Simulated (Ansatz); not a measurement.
A first try at a single point of Rb2LiBiF6, space group Fm-3m, using Ansatz 0.2.0 through its Python package.

Script `run_scf.py`:
```python
'''Single point of Rb2LiBiF6.'''

import ansatz as az
import numpy as np
import pandas as pd


def main() -> None:
    structure = (
        az.Lattice.of((0.0, 4.426621, 4.426621), (4.426621, 0.0, 4.426621), (4.426621, 4.426621, 0.0))
        .atom('Rb', (0.25, 0.25, 0.25))
        .atom('Rb', (0.75, 0.75, 0.75))
        .atom('Li', (0.5, 0.5, 0.5))
        .atom('Bi', (0.0, 0.0, 0.0))
        .atom('F', (0.257514, 0.257514, 0.742486))
        .atom('F', (0.257514, 0.742486, 0.742486))
        .atom('F', (0.742486, 0.742486, 0.257514))
        .atom('F', (0.257514, 0.742486, 0.257514))
        .atom('F', (0.742486, 0.257514, 0.742486))
        .atom('F', (0.742486, 0.257514, 0.257514))
    )

    # settings of the run
    calc = (
        structure.calculation()
        .basis(21 * az.Ha)
        .functional(az.Functional.PBESOL)
        .kpoints(3, 3, 3)
        .occupations(az.OccupationsMethod.FIXED)
        .scf(extra_bands=-2)
        .density()
        .forces()
    )
    result = calc.run()
    rep = result.report

    n_atoms = len(rep['lattice']['sites'])
    print('F =', round(rep['free_energy_ev'], 4), 'eV for', n_atoms, 'atoms')
    print('E(sigma -> 0) =', round(rep['energy_sigma0_ev'], 4), 'eV, TS =', round(rep['entropy_ts_ev'], 5), 'eV')
    print('closed by', rep['closed_by'], 'after', rep['n_iterations'], 'iterations')

    rho = result.density()
    total = sum(ch.density_e_per_ang3 for ch in rho.channels[:2]) if len(rho.channels) < 3 else rho.channels[0].density_e_per_ang3
    print('grid', rho.dims, 'electrons', round(float(total.mean() * rho.cell_volume_ang3), 4))
    print(f'density range {total.min():.4f} to {total.max():.4f} e/A^3')
    print(np.array2string(total[:: max(rho.dims[0] // 8, 1), :: max(rho.dims[1] // 8, 1), 0], precision=3, suppress_small=True))

    # forces, one row an atom
    table = pd.DataFrame(rep['forces_ev_ang'], columns=['fx', 'fy', 'fz'])
    table.insert(0, 'atom', [site['symbol'] for site in rep['lattice']['sites']])
    print(table.round(4).to_string())


if __name__ == '__main__':
    main()
```

```console
$ python run_scf.py
Traceback (most recent call last):
  File "run_scf.py", line 55, in <module>
    main()
    ~~~~^^
  File "run_scf.py", line 34, in main
    result = calc.run()
  ...
ansatz.RefusalError: YAML parse error: error: line 25 column 18: invalid u64
  --> <input>:25:18
   |
23 |   xc: pbesol
24 | scf:
25 |   n_extra_bands: -2
   |                  ^ invalid u64
26 |   occupations:
27 |     method: fixed
   |
$ echo $?
1
```
(Library frames cut from the traceback.)

Find the fault and give the corrected script.

The fault: a negative count of extra bands. The correction:

```diff
--- before
+++ after
@@ -29,3 +29,2 @@
         .occupations(az.OccupationsMethod.FIXED)
-        .scf(extra_bands=-2)
         .density()
```

After the fix:

`python run_scf.py` gives:
```text
F = -23691.4171 eV for 10 atoms
E(sigma -> 0) = -23691.4171 eV, TS = 0.0 eV
closed by deck_thresholds after 6 iterations
grid (50, 50, 50) electrons 78.0
density range 0.0099 to 13.9331 e/A^3
[[8.165 2.19  0.105 0.026 0.01  0.018 0.06  0.618 7.108]
 [2.19  0.207 0.063 0.028 0.026 0.046 0.12  0.982 3.163]
 [0.105 0.063 0.057 0.105 0.07  0.059 0.079 0.189 0.147]
 [0.026 0.028 0.105 0.144 0.041 0.023 0.046 0.074 0.034]
 [0.01  0.026 0.07  0.041 0.011 0.018 0.053 0.041 0.012]
 [0.018 0.046 0.059 0.023 0.018 0.071 0.13  0.043 0.016]
 [0.06  0.12  0.079 0.046 0.053 0.13  0.099 0.047 0.05 ]
 [0.618 0.982 0.189 0.074 0.041 0.043 0.047 0.091 0.349]
 [7.108 3.163 0.147 0.034 0.012 0.016 0.05  0.349 5.586]]
  atom      fx      fy      fz
0   Rb  0.0000  0.0000  0.0000
1   Rb  0.0000 -0.0000  0.0000
2   Li  0.0000  0.0000  0.0000
3   Bi -0.0000  0.0000  0.0000
4    F -0.0000  0.0000 -0.1634
5    F  0.1634  0.0000 -0.0000
6    F  0.0000 -0.0000  0.1634
7    F  0.0000 -0.1634  0.0000
8    F -0.0000  0.1634 -0.0000
9    F -0.1634 -0.0000  0.0000
```

Reading the output:
- Total energies depend on the potentials; only differences at equal settings carry meaning. A total without «per atom» is that of the cell as typed.
- Spin-orbit coupling, which matters for elements this heavy, is left out.
- Grid values close to the nuclei reflect the PAW or pseudopotential construction, not the all-electron fields.
- The structure comes from a database of computed cells and needn't be a stable or known phase.
- Finished in 4.3 s on 1 thread of AMD EPYC 7R43 64-Core Processor (Zen 3), with other jobs on the host, peak memory 0.62 GiB.

(Lines on the test bed's own set-up are left out of the output.)
